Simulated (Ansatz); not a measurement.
# C2H8SeSi: a ladder of functionals and wavefunction methods

An exercise on one series of results from a longer session: the logs are not shown, and one member is left open.

Program: Ansatz 0.2.0, Gaussian basis. Level of theory: functionals in def2-TZVPP, the program's frozen cores in correlated methods. These are calculated values, not measurements.

Levels to be run: PBE-D4, r2SCAN-D4, PBE0-D4, B3LYP-D4, ωB97X-V, ωB97M-V, B2PLYP; CCSD(T)/def2-TZVPP; MP2/def2-QZVPP; extrapolation to the limit.

### The relaxed structure

The geometry comes from an earlier relaxation with PBE0-D4 in a triple-zeta def2 set; it is a stationary point, not always the lowest conformer.

SMILES `CC[SiH2][SeH]`, 12 atoms, charge 0, spin multiplicity 1.

Atoms are counted from 1 here; the program's logs count them from 0.

Bond lengths: C1–C2 1.524 Å, C1–H5 1.093 Å, C1–H6 1.093 Å, C1–H7 1.092 Å, C2–Si3 1.872 Å, C2–H8 1.097 Å, C2–H9 1.096 Å, Si3–Se4 2.286 Å, Si3–H10 1.487 Å, Si3–H11 1.487 Å, Se4–H12 1.470 Å. Angles: C2–C1–H5 111.3°, C2–C1–H6 111.4°, C2–C1–H7 111.1°, H5–C1–H6 107.6°, H5–C1–H7 107.4°, H6–C1–H7 107.8°, C1–C2–Si3 114.2°, C1–C2–H8 110.8°, C1–C2–H9 110.7°, Si3–C2–H8 106.9°, Si3–C2–H9 107.9°, H8–C2–H9 106.0°, C2–Si3–Se4 112.7°, C2–Si3–H10 111.0°, C2–Si3–H11 110.3°, Se4–Si3–H10 103.3°, Se4–Si3–H11 109.9°, H10–Si3–H11 109.4° and more.

The first run:

in.yaml

```yaml
crystal:
  periodic: [false, false, false]
  atoms:
    - {symbol: C, position_ang: [-0.539124, 1.489435, 0.065833]}
    - {symbol: C, position_ang: [-0.180594, 0.223471, 0.835073]}
    - {symbol: Si, position_ang: [0.947645, -0.945803, -0.094953]}
    - {symbol: Se, position_ang: [0.051483, -1.646813, -2.078234]}
    - {symbol: H, position_ang: [0.353190, 2.070270, -0.181818]}
    - {symbol: H, position_ang: [-1.202354, 2.134883, 0.646492]}
    - {symbol: H, position_ang: [-1.043096, 1.249710, -0.873255]}
    - {symbol: H, position_ang: [0.323489, 0.469535, 1.777788]}
    - {symbol: H, position_ang: [-1.084703, -0.329893, 1.112248]}
    - {symbol: H, position_ang: [2.201215, -0.261042, -0.508745]}
    - {symbol: H, position_ang: [1.282501, -2.121640, 0.751484]}
    - {symbol: H, position_ang: [-1.032651, -2.387213, -1.417914]}
basis:
  gaussian: {orbitals: def2-TZVPP}
hamiltonian: {xc: pbe, dispersion: d4}
output: {forces: true, orbitals: {seedname: orbitals}}
```

Started as:

```sh
> ansatz run in.yaml --threads 4 --pin off --events-out ev --progress --plain --max-ram 10444MiB
```

Steps of the session up to this table: PBE-D4 (GGA); r2SCAN-D4 (meta-GGA); PBE0-D4 (hybrid); B3LYP-D4 (hybrid); ωB97X-V (range-separated); ωB97M-V (range-separated); B2PLYP (double hybrid); CCSD(T) in def2-TZVPP; MP2 in def2-QZVPP.

One of the session's tables, all rows but one given; the rest of the session is left out.

It belongs to the step «Atomisation energies». 

| method | atomisation energy (eV) |
| --- | --- |
| PBE-D4 | ? |
| r2SCAN-D4 | 42.861 |
| PBE0-D4 | 42.770 |
| B3LYP-D4 | 42.762 |
| ωB97X-V | 42.945 |
| ωB97M-V | 42.801 |
| B2PLYP | 42.244 |
| HF/def2-TZVPP | 32.217 |
| MP2/def2-TZVPP | 41.950 |
| CCSD/def2-TZVPP | 41.387 |
| CCSD(T)/def2-TZVPP | 41.862 |
| MP2/CBS | 42.979 |
| CCSD(T)/CBS | 42.892 |

**Question.** Estimate the row for PBE-D4.

**Answer.** atomisation energy (eV): 43.076. In the column «atomisation energy (eV)» it is the highest.

Caveats from the session: Free atoms (2 C, 1 Si, 1 Se, 8 H) were run apart at each level; the atomisation energy is their sum less the molecule, without zero-point or spin-orbit terms.
